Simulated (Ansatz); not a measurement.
# C₇H₉F₉O₄Ti: how energies converge with the basis set

The task here is to estimate one member of a computed series from the others.

The runs use Ansatz 0.2.0, Gaussian basis; one geometry, several basis sets.

Plan: PBE0-D4/def2-SVP; ωB97M-V/def2-SVP; PBE0-D4/def2-QZVPP; ωB97M-V/def2-QZVPP; the functionals' def2-TZVPP values are taken from earlier runs.

## The geometry

An earlier PBE0-D4 in a triple-zeta def2 set relaxation fixed the geometry.

SMILES `C[O][Ti]([O]CC(F)(F)F)([O]CC(F)(F)F)[O]CC(F)(F)F`, 30 atoms, charge 0, spin multiplicity 1.

Atoms are counted from 1 here; the program's logs count them from 0.

Bond lengths: C1–O2 1.393 Å, C1–H22 1.093 Å, C1–H23 1.093 Å, C1–H24 1.094 Å, O2–Ti3 1.747 Å, Ti3–O4 1.799 Å, Ti3–O10 1.809 Å, Ti3–O16 1.807 Å, O4–C5 1.376 Å, C5–C6 1.516 Å, C5–H25 1.096 Å, C5–H26 1.096 Å, C6–F7 1.338 Å, C6–F8 1.336 Å, C6–F9 1.339 Å, O10–C11 1.377 Å, C11–C12 1.516 Å, C11–H27 1.097 Å and more. Angles: O2–C1–H22 110.1°, O2–C1–H23 109.8°, O2–C1–H24 109.6°, H22–C1–H23 109.4°, H22–C1–H24 108.9°, H23–C1–H24 109.0°, C1–O2–Ti3 166.6°, O2–Ti3–O4 111.0°, O2–Ti3–O10 107.1°, O2–Ti3–O16 111.3°, O4–Ti3–O10 109.9°, O4–Ti3–O16 108.0°, O10–Ti3–O16 109.6°, Ti3–O4–C5 148.1°, O4–C5–C6 111.4°, O4–C5–H25 112.1°, O4–C5–H26 110.4°, C6–C5–H25 107.2° and more.

Set-up of the first run:

Contents of in.yaml:

```yaml
crystal:
  periodic: [false, false, false]
  atoms:
    - {symbol: C, position_ang: [-2.613142, 0.405243, 0.422876]}
    - {symbol: O, position_ang: [-1.236154, 0.196530, 0.407014]}
    - {symbol: Ti, position_ang: [0.384711, -0.437046, 0.259855]}
    - {symbol: O, position_ang: [0.573645, -1.373128, -1.264725]}
    - {symbol: C, position_ang: [0.531985, -1.385584, -2.640273]}
    - {symbol: C, position_ang: [-0.895509, -1.401155, -3.150852]}
    - {symbol: F, position_ang: [-0.901640, -1.440910, -4.488387]}
    - {symbol: F, position_ang: [-1.576780, -2.460947, -2.706806]}
    - {symbol: F, position_ang: [-1.572524, -0.309324, -2.773583]}
    - {symbol: O, position_ang: [1.510888, 0.978540, 0.255609]}
    - {symbol: C, position_ang: [1.485980, 2.334069, 0.012597]}
    - {symbol: C, position_ang: [1.460361, 2.615729, -1.476670]}
    - {symbol: F, position_ang: [2.540069, 2.135624, -2.099785]}
    - {symbol: F, position_ang: [1.407990, 3.932340, -1.701176]}
    - {symbol: F, position_ang: [0.389137, 2.058022, -2.060458]}
    - {symbol: O, position_ang: [0.790926, -1.529866, 1.641014]}
    - {symbol: C, position_ang: [0.867813, -1.685610, 3.004281]}
    - {symbol: C, position_ang: [-0.197123, -0.888250, 3.731304]}
    - {symbol: F, position_ang: [-0.072856, -1.046237, 5.052918]}
    - {symbol: F, position_ang: [-0.098806, 0.422167, 3.465690]}
    - {symbol: F, position_ang: [-1.432880, -1.267353, 3.389108]}
    - {symbol: H, position_ang: [-3.072011, -0.052520, -0.457208]}
    - {symbol: H, position_ang: [-3.044496, -0.032333, 1.327213]}
    - {symbol: H, position_ang: [-2.822292, 1.478607, 0.412919]}
    - {symbol: H, position_ang: [1.022277, -0.507652, -3.076367]}
    - {symbol: H, position_ang: [1.020959, -2.285903, -3.028823]}
    - {symbol: H, position_ang: [0.601647, 2.816868, 0.446434]}
    - {symbol: H, position_ang: [2.380841, 2.817163, 0.420336]}
    - {symbol: H, position_ang: [1.837356, -1.350471, 3.392658]}
    - {symbol: H, position_ang: [0.729598, -2.736594, 3.283300]}
basis:
  gaussian: {orbitals: def2-SVP}
hamiltonian: {xc: pbe0, dispersion: d4}
output: {orbitals: {seedname: orbitals}}
```

Steps of the session up to this table: PBE0-D4 in def2-SVP; ωB97M-V in def2-SVP; PBE0-D4 in def2-QZVPP; ωB97M-V in def2-QZVPP.

One table of the session follows, with a row left open; its other results are not shown here.

It belongs to the step «Functionals by basis». 

```
functional       basis  HOMO (eV)
   PBE0-D4    def2-SVP      -8.29
   PBE0-D4  def2-TZVPP      -8.42
   PBE0-D4  def2-QZVPP      -8.45
   ωB97M-V    def2-SVP     -10.62
   ωB97M-V  def2-TZVPP     -10.78
   ωB97M-V  def2-QZVPP          ?
```

**Question.** Estimate the row for ωB97M-V, def2-QZVPP.

As computed: HOMO (eV): -10.81. In the column «HOMO (eV)» it is the lowest.
